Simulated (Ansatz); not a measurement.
**MoHO+ (septet): wave-function methods side by side, def2-TZVPP**

The task here is to estimate one member of a computed series from the others.

The runs use Ansatz 0.2.0, Gaussian basis; def2-TZVPP, core rule «outside noble gas», up to 5 orbitals frozen.

The runs, in order: UHF; ROHF; CCSD(T) on UHF.

## What is computed

The geometry is a PBE0/def2-TZVP stationary point (not a proven minimum). No spin-orbit coupling is included. Elements past krypton take def2 core potentials.

3 atoms, charge 1, spin multiplicity 7.

Atoms are counted from 1 here; the program's logs count them from 0.

Bond lengths: Mo1–O2 2.329 Å, O2–H3 0.976 Å. Angles: Mo1–O2–H3 180.0°.

Set-up of the first run:

File in.yaml:

```yaml
crystal:
  periodic: [false, false, false]
  atoms:
    - {symbol: Mo, position_ang: [0.000000, 0.000000, 1.877700]}
    - {symbol: O, position_ang: [0.000000, 0.000000, -0.450800]}
    - {symbol: H, position_ang: [0.000000, 0.000000, -1.426900]}
basis:
  gaussian: {orbitals: def2-TZVPP}
total_charge: 1
magnetization: {spin_polarized: true, initial_magnetization: 6}
hamiltonian: {xc: hf}
output: {orbitals: {seedname: orbitals}}
```

The run is started by

```bash
ansatz run in.yaml --threads 1 --pin off --events-out ev --progress --plain --max-ram 4096MiB --backend cpu
```

Among the steps run: UHF; ROHF; CCSD(T) on UHF.

One table of the session follows, with a row left open; its other results are not shown here.

| method | from UCCSD(T) (meV) |
| --- | --- |
| ROHF | +8071.5 |
| UHF | ? |
| UMP2 | +743.5 |
| UCCSD | +182.9 |
| UCCSD(T) | 0 |

Estimate the missing values for UHF.

**Answer.** from UCCSD(T) (meV): +7871.9. In the column «from UCCSD(T) (meV)» it lies between UMP2 (+743.5) and ROHF (+8071.5).
